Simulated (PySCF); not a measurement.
# C4H6Ge: magnetic properties

Wanted: magnetic properties for C4H6Ge (`C1=[CH][GeH2][CH]=C1`).

Programs: PySCF 2.14.0, with routines of our own; each step states its level. All values are computed. Atoms count from 0.

## 1. The system as given

11 atoms, charge 0, multiplicity 1; geometry from: GFN2-xTB.

## 2. Geometry optimisation at PBE0-D3(BJ)/def2-SVP

The job: settings as JSON, then the geometry in Å.

```
{"job": {"xc": "PBE0", "basis": "def2-SVP", "d3": "d3bj", "grid": 1, "kind": "geom"}, "charge": 0, "multiplicity": 1}
C     -1.045938     0.747372    -0.430423
C      0.168010     1.299916    -0.336686
Ge     1.414207    -0.056403     0.305359
C     -0.085557    -1.302733     0.349449
C     -1.182827    -0.657575    -0.059898
H     -1.924455     1.283743    -0.763043
H      0.356452     2.329353    -0.589888
H      2.045219     0.233227     1.635412
H      2.517088    -0.415451    -0.646446
H     -0.098390    -2.339285     0.640608
H     -2.158383    -1.119493    -0.130407
```

Launch:

```sh
$ OMP_NUM_THREADS=1 python excited_run.py task.json out
```

The driver reads the jobs from task.json and runs them one after another.

Log:

```text
step   0  E = -2232.16617912  max force = 0.020268
step   1  E = -2232.16864377  max force = 0.004913
step   2  E = -2232.16874836  max force = 0.000983
step   3  E = -2232.16875310  max force = 0.000791
step   4  E = -2232.16875980  max force = 0.000139
optimisation converged
```

It took 20 s on 1 thread of Arm Neoverse V1, shared host; peak memory 0.53 GiB.

The steps of the relaxation:

```
step  energy from step 0 (eV)  largest force component (eV/Å)
   0                   0.0000                          1.0422
   1                  -0.0671                          0.2526
   2                  -0.0699                          0.0505
   3                  -0.0700                          0.0407
   4                  -0.0702                          0.0071
```

Distances of close pairs at the start and the end, largest changes first:

```
  bond  before (Å)  after (Å)  change (Å)
Ge2–H7       1.500      1.540      +0.039
Ge2–H8       1.500      1.540      +0.039
 C0–C4       1.459      1.480      +0.020
 C1–H6       1.077      1.091      +0.015
 C3–H9       1.077      1.091      +0.015
C4–H10       1.082      1.096      +0.014
 C0–H5       1.082      1.096      +0.014
 C3–C4       1.337      1.348      +0.011
```

The final coordinates are the input of the step that follows.

```
                         at the end point                value
  point group (found at 0.08 Å tolerance)                  C2v
rotational constants (GHz, main isotopes)  6.566, 3.265, 2.242
                        dipole moment (D)                 0.35
```

## 3. Magnetic properties: GIAO B3LYP/aug-cc-pVDZ

The job: settings as JSON, then the geometry in Å.

```
{"job": {"kind": "mag", "xc": "B3LYP", "basis": "aug-cc-pVDZ"}, "charge": 0, "multiplicity": 1}
C     -0.899972     0.714738    -0.421732
C      0.321119     1.277790    -0.332559
Ge     1.541096    -0.096916     0.303681
C      0.068055    -1.365638     0.361406
C     -1.036462    -0.710589    -0.047701
H     -1.785874     1.265921    -0.757277
H      0.513053     2.321472    -0.587878
H      2.172805     0.203158     1.675318
H      2.655537    -0.466199    -0.692237
H      0.059149    -2.416520     0.655978
H     -2.020972    -1.187721    -0.113319
```

With the program's defaults for keys left out, this is: GIAO B3LYP/aug-cc-pVDZ magnetisability, rotational g tensor and spin-rotation constants, non-relativistic, gas phase.

Log:

```text
coarse grid: 42968 points
cycle   1  E = -2232.9662697286  dE = -1.404e-02  |g| = 4.298e-01  |ddm| = 1.442e+01
cycle   2  E = -2232.9277365124  dE =  3.853e-02  |g| = 5.525e-01  |ddm| = 4.034e+00
cycle   3  E = -2233.0152553993  dE = -8.752e-02  |g| = 4.699e-02  |ddm| = 2.071e+00
cycle   4  E = -2233.0158258080  dE = -5.704e-04  |g| = 1.692e-02  |ddm| = 3.132e-01
cycle   5  E = -2233.0158723782  dE = -4.657e-05  |g| = 9.852e-03  |ddm| = 8.718e-02
cycle   6  E = -2233.0159005728  dE = -2.819e-05  |g| = 1.708e-03  |ddm| = 2.174e-02
cycle   7  E = -2233.0159014304  dE = -8.576e-07  |g| = 1.177e-04  |ddm| = 8.185e-03
final grid: 90104 points
cycle   8  E = -2233.0158548908  dE = -4.389e-08  |g| = 1.333e-04  |ddm| = 1.368e-02
cycle   9  E = -2233.0158548781  dE =  1.275e-08  |g| = 2.546e-04  |ddm| = 1.041e-03
cycle  10  E = -2233.0158548971  dE = -1.902e-08  |g| = 2.514e-05  |ddm| = 5.541e-04
cycle  11  E = -2233.0158548973  dE = -1.924e-10  |g| = 6.456e-06  |ddm| = 1.358e-04
converged SCF energy = -2233.0158548973

Magnetisability tensor (1e-30 J/T^2)
     -817.65       21.91       89.39
       21.91     -865.82     -114.39
       89.39     -114.39    -1237.04
isotropic -973.50   principal values   -1287.47   -833.71   -799.34
isotropic susceptibility -58.626 1e-6 cm^3/mol

Inertial axes            a          b          c
rot. const./GHz      6.5655     3.2652     2.2420
chi total           -48.137    -50.207    -77.533
chi diamagnetic    -278.272   -441.750   -612.465
chi paramagnetic    230.135    391.543    534.932
quadrupole/D A        2.772      2.699     -5.471
g nuclear            0.6237     0.5610     0.5701
g electronic        -0.7098    -0.6006    -0.5634
g total             -0.0862    -0.0396     0.0066

Spin-rotation constants (kHz, H = +C I.J)
atom  isotope        aa         bb         cc
  5     1H        0.335     -0.099     -0.238
  6     1H       -0.653      0.374     -0.268
  7     1H       -0.244     -0.289     -0.021
  8     1H       -0.244     -0.289     -0.021
  9     1H       -0.653      0.374     -0.268
 10     1H        0.335     -0.099     -0.238
  0    13C*       2.404      1.469      0.336
  1    13C*       2.192      1.517      0.248
  2   73Ge*      -1.504     -0.685     -0.596
* in the singly substituted isotopologue
```

Wall time 22 s (1 thread of Arm Neoverse V1, shared host); peak memory 0.78 GiB.

From this job:

```
              quantity                     value
       magnetisability           -974·10⁻³⁰ J/T²
  molar susceptibility        -58.6·10⁻⁶ cm³/mol
rotational g (a, b, c)  -0.0862, -0.0396, 0.0066
```

## 4. Magnetic properties: GIAO B3LYP/pcSseg-1

Settings changed since step 3:

```diff
@@ -1,2 +1,2 @@
-{"job": {"kind": "mag", "xc": "B3LYP", "basis": "aug-cc-pVDZ"}, "charge": 0, "multiplicity": 1}
+{"job": {"kind": "mag", "xc": "B3LYP", "basis": "pcSseg-1"}, "charge": 0, "multiplicity": 1}
 C     -0.899972     0.714738    -0.421732
```

Method: GIAO B3LYP/pcSseg-1 magnetisability, rotational g tensor and spin-rotation constants, non-relativistic, gas phase.

Log:

```text
coarse grid: 42968 points
cycle   1  E = -2232.7195743771  dE = -1.174e-01  |g| = 9.757e-01  |ddm| = 3.218e+00
cycle   2  E = -2232.6619867853  dE =  5.759e-02  |g| = 1.072e+00  |ddm| = 1.115e+00
cycle   3  E = -2232.8038836795  dE = -1.419e-01  |g| = 9.445e-02  |ddm| = 7.474e-01
cycle   4  E = -2232.8057706925  dE = -1.887e-03  |g| = 3.148e-02  |ddm| = 1.088e-01
cycle   5  E = -2232.8060086084  dE = -2.379e-04  |g| = 6.973e-03  |ddm| = 2.916e-02
cycle   6  E = -2232.8060163602  dE = -7.752e-06  |g| = 3.932e-03  |ddm| = 9.979e-03
cycle   7  E = -2232.8060206055  dE = -4.245e-06  |g| = 5.602e-04  |ddm| = 3.537e-03
final grid: 90104 points
cycle   8  E = -2232.8059730627  dE =  7.622e-09  |g| = 7.487e-04  |ddm| = 1.765e-03
cycle   9  E = -2232.8059728690  dE =  1.937e-07  |g| = 1.213e-03  |ddm| = 1.435e-03
cycle  10  E = -2232.8059731694  dE = -3.004e-07  |g| = 1.860e-04  |ddm| = 9.223e-04
cycle  11  E = -2232.8059731786  dE = -9.190e-09  |g| = 2.653e-05  |ddm| = 1.923e-04
cycle  12  E = -2232.8059731787  dE = -1.287e-10  |g| = 1.548e-06  |ddm| = 2.443e-05
converged SCF energy = -2232.8059731787

Magnetisability tensor (1e-30 J/T^2)
     -825.44       21.54       84.49
       21.54     -863.06     -110.50
       84.49     -110.50    -1222.30
isotropic -970.27   principal values   -1270.63   -832.00   -808.16
isotropic susceptibility -58.431 1e-6 cm^3/mol

Inertial axes            a          b          c
rot. const./GHz      6.5655     3.2652     2.2420
chi total           -48.669    -50.104    -76.519
chi diamagnetic    -278.369   -441.795   -612.226
chi paramagnetic    229.701    391.691    535.707
quadrupole/D A        2.992      2.830     -5.822
g nuclear            0.6237     0.5610     0.5701
g electronic        -0.7085    -0.6008    -0.5642
g total             -0.0848    -0.0398     0.0058

Spin-rotation constants (kHz, H = +C I.J)
atom  isotope        aa         bb         cc
  5     1H        0.315     -0.103     -0.241
  6     1H       -0.653      0.366     -0.262
  7     1H       -0.245     -0.287     -0.019
  8     1H       -0.245     -0.287     -0.020
  9     1H       -0.653      0.366     -0.262
 10     1H        0.315     -0.103     -0.241
  0    13C*       2.634      1.622      0.389
  1    13C*       2.366      1.657      0.287
  2   73Ge*      -1.810     -0.822     -0.686
* in the singly substituted isotopologue
```

Wall time 15 s (1 thread of Arm Neoverse V1, shared host); peak memory 0.82 GiB.

In short:

```
              quantity                     value
       magnetisability           -970·10⁻³⁰ J/T²
  molar susceptibility        -58.4·10⁻⁶ cm³/mol
rotational g (a, b, c)  -0.0848, -0.0398, 0.0058
```

## 5. Magnetic properties: GIAO B3LYP/cc-pVDZ

Settings changed since step 4:

```diff
@@ -1,2 +1,2 @@
-{"job": {"kind": "mag", "xc": "B3LYP", "basis": "pcSseg-1"}, "charge": 0, "multiplicity": 1}
+{"job": {"kind": "mag", "xc": "B3LYP", "basis": "cc-pVDZ"}, "charge": 0, "multiplicity": 1}
 C     -0.899972     0.714738    -0.421732
```

Method: GIAO B3LYP/cc-pVDZ magnetisability, rotational g tensor and spin-rotation constants, non-relativistic, gas phase.

Log:

```text
coarse grid: 42968 points
cycle   1  E = -2232.9578814825  dE = -5.055e-03  |g| = 4.142e-01  |ddm| = 6.630e+00
cycle   2  E = -2232.9304215754  dE =  2.746e-02  |g| = 5.084e-01  |ddm| = 1.806e+00
cycle   3  E = -2233.0047659142  dE = -7.434e-02  |g| = 3.854e-02  |ddm| = 9.930e-01
cycle   4  E = -2233.0050727871  dE = -3.069e-04  |g| = 2.199e-02  |ddm| = 9.965e-02
cycle   5  E = -2233.0051719251  dE = -9.914e-05  |g| = 1.063e-02  |ddm| = 4.977e-02
cycle   6  E = -2233.0052043928  dE = -3.247e-05  |g| = 1.227e-03  |ddm| = 1.652e-02
cycle   7  E = -2233.0052048861  dE = -4.933e-07  |g| = 1.186e-04  |ddm| = 4.402e-03
final grid: 90104 points
cycle   8  E = -2233.0051606154  dE = -1.052e-08  |g| = 1.557e-04  |ddm| = 1.764e-03
cycle   9  E = -2233.0051605957  dE =  1.964e-08  |g| = 3.088e-04  |ddm| = 7.602e-04
cycle  10  E = -2233.0051606233  dE = -2.757e-08  |g| = 2.453e-05  |ddm| = 4.530e-04
cycle  11  E = -2233.0051606235  dE = -1.723e-10  |g| = 6.248e-06  |ddm| = 6.570e-05
converged SCF energy = -2233.0051606235

Magnetisability tensor (1e-30 J/T^2)
     -817.53       22.05       84.47
       22.05     -850.17     -111.98
       84.47     -111.98    -1214.64
isotropic -960.78   principal values   -1263.39   -818.68   -800.27
isotropic susceptibility -57.860 1e-6 cm^3/mol

Inertial axes            a          b          c
rot. const./GHz      6.5655     3.2652     2.2420
chi total           -48.194    -49.302    -76.083
chi diamagnetic    -276.940   -440.459   -611.474
chi paramagnetic    228.747    391.157    535.391
quadrupole/D A        2.556      2.552     -5.108
g nuclear            0.6237     0.5610     0.5701
g electronic        -0.7056    -0.6000    -0.5639
g total             -0.0819    -0.0390     0.0062

Spin-rotation constants (kHz, H = +C I.J)
atom  isotope        aa         bb         cc
  5     1H        0.316     -0.105     -0.240
  6     1H       -0.667      0.369     -0.267
  7     1H       -0.248     -0.289     -0.019
  8     1H       -0.247     -0.289     -0.020
  9     1H       -0.667      0.369     -0.267
 10     1H        0.316     -0.105     -0.240
  0    13C*       2.377      1.469      0.337
  1    13C*       2.170      1.497      0.247
  2   73Ge*      -1.492     -0.678     -0.589
* in the singly substituted isotopologue
```

It took 12 s on 1 thread of Arm Neoverse V1, shared host; peak memory 0.69 GiB.

Key values:

```
              quantity                     value
       magnetisability           -961·10⁻³⁰ J/T²
  molar susceptibility        -57.9·10⁻⁶ cm³/mol
rotational g (a, b, c)  -0.0819, -0.0390, 0.0062
```

## 6. Magnetic properties side by side

```
                 level  ξ (10⁻³⁰ J/T²)     g(a)     g(b)  gap (eV)  functions  time
GIAO B3LYP/aug-cc-pVDZ            -974  -0.0862  -0.0396      4.89        182  22 s
   GIAO B3LYP/pcSseg-1            -970  -0.0848  -0.0398      4.94        139  15 s
    GIAO B3LYP/cc-pVDZ            -961  -0.0819  -0.0390      4.97        113  12 s
```

## 7. Results

```
                                               quantity                     value
                                            point group                       C2v
                   rotational constants (main isotopes)      6.57, 3.27, 2.24 GHz
       magnetisability (step 3, GIAO B3LYP/aug-cc-pVDZ)           -974·10⁻³⁰ J/T²
  molar susceptibility (step 3, GIAO B3LYP/aug-cc-pVDZ)        -58.6·10⁻⁶ cm³/mol
rotational g (a, b, c) (step 3, GIAO B3LYP/aug-cc-pVDZ)  -0.0862, -0.0396, 0.0066
                        magnetisability over the levels   -974 to -961·10⁻³⁰ J/T²
```

What this shows: The optimisation took 4 steps and gained 0.070 eV; among the close pairs (by a distance rule), Ge2–H7 changed most, from 1.500 to 1.540 Å. Steps that list no spin-orbit terms leave them out, which matters at and beside the heavy atoms. The magnetisability spreads by 1.3 % over 3 levels, from GIAO B3LYP/aug-cc-pVDZ (22 s) to GIAO B3LYP/cc-pVDZ (12 s); the runs took 12 s to 22 s. Vibrational averaging and real surroundings are missing from these values.
